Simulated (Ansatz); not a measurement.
# SbF3: one species, many methods

An exercise on one series of results from a longer session: the logs are not shown, and one member is left open.

Method: functionals in def2-TZVPP, the program's frozen cores in correlated methods; program: Ansatz 0.2.0, Gaussian basis.

Plan: LDA (SPW92), PBE-D4, revPBE-D4, BLYP-D4, r2SCAN-D4, B97M-V, PBE0-D4, B3LYP-D4, r2SCANh-D4, r2SCAN0-D4, HSE06-D4, BHLYP-D4, CAM-B3LYP-D4, LC-ωPBE, ωB97X-V, ωB97M-V, B2PLYP, PBE-QIDH; CCSD(T)/def2-SVP; CCSD(T)/def2-TZVPP; CCSD(T)/def2-QZVPP; extrapolation to the limit; RPA on PBE.

**Structure used throughout**

All runs share one geometry, relaxed beforehand with PBE0-D4 in a triple-zeta def2 set. Sb takes the def2 core potential; no spin-orbit term is included.

4 atoms, charge 0, spin multiplicity 1.

Atoms are counted from 1 here; the program's logs count them from 0.

Bond lengths: F1–Sb2 1.886 Å, Sb2–F3 1.886 Å, Sb2–F4 1.886 Å. Angles: F1–Sb2–F3 94.7°, F1–Sb2–F4 94.7°, F3–Sb2–F4 94.7°.

The first run:

Input file in.yaml:

```yaml
crystal:
  periodic: [false, false, false]
  atoms:
    - {symbol: F, position_ang: [-1.521026, -0.354643, 0.393088]}
    - {symbol: Sb, position_ang: [0.139690, 0.535402, 0.482839]}
    - {symbol: F, position_ang: [1.165097, -1.047857, 0.482842]}
    - {symbol: F, position_ang: [0.271739, 0.806799, -1.379169]}
basis:
  gaussian: {orbitals: def2-TZVPP}
hamiltonian: {xc: lda}
output: {orbitals: {seedname: orbitals}}
```

On the command line:

```bash
ansatz run in.yaml --threads 2 --pin off --events-out ev --progress --plain --max-ram 22528MiB --backend cpu
```

Among the steps run: LDA; PBE-D4 (GGA); revPBE-D4 (GGA); BLYP-D4 (GGA); r2SCAN-D4 (meta-GGA); B97M-V (meta-GGA); B3LYP-D4 (hybrid); r2SCANh-D4 (hybrid); r2SCAN0-D4 (hybrid); HSE06-D4 (hybrid); BHLYP-D4 (hybrid); CAM-B3LYP-D4 (range-separated); LC-ωPBE (range-separated); ωB97X-V (range-separated); ωB97M-V (range-separated); B2PLYP (double hybrid); PBE-QIDH (double hybrid).

One of the session's tables, all rows but one given; the rest of the session is left out.

It belongs to the step «Orbital energies across the functionals». 

| functional | HOMO (eV) | LUMO (eV) | gap (eV) |
| --- | --- | --- | --- |
| LDA (SPW92) | -8.65 | -2.63 | 6.02 |
| PBE-D4 | -8.36 | -2.34 | 6.02 |
| revPBE-D4 | -8.27 | -2.23 | 6.04 |
| BLYP-D4 | -8.29 | -2.29 | 6.00 |
| r2SCAN-D4 | -8.74 | -2.14 | 6.61 |
| B97M-V | -8.64 | -2.17 | 6.47 |
| PBE0-D4 | -9.77 | -1.61 | 8.16 |
| B3LYP-D4 | -9.59 | -1.88 | 7.71 |
| r2SCANh-D4 | -9.27 | -1.87 | 7.40 |
| r2SCAN0-D4 | -10.04 | -1.47 | 8.56 |
| HSE06-D4 | -9.36 | -1.98 | 7.39 |
| BHLYP-D4 | -11.07 | -0.89 | 10.18 |
| CAM-B3LYP-D4 | -11.17 | -0.69 | 10.48 |
| LC-ωPBE | -12.35 | 0.53 | 12.88 |
| ωB97X-V | ? | ? | ? |
| ωB97M-V | -11.98 | 0.21 | 12.19 |

**Question.** Estimate the row for ωB97X-V.

**Answer.** HOMO (eV): -12.04; LUMO (eV): 0.42; gap (eV): 12.46. In the column «HOMO (eV)» it lies between LC-ωPBE (-12.35) and ωB97M-V (-11.98).
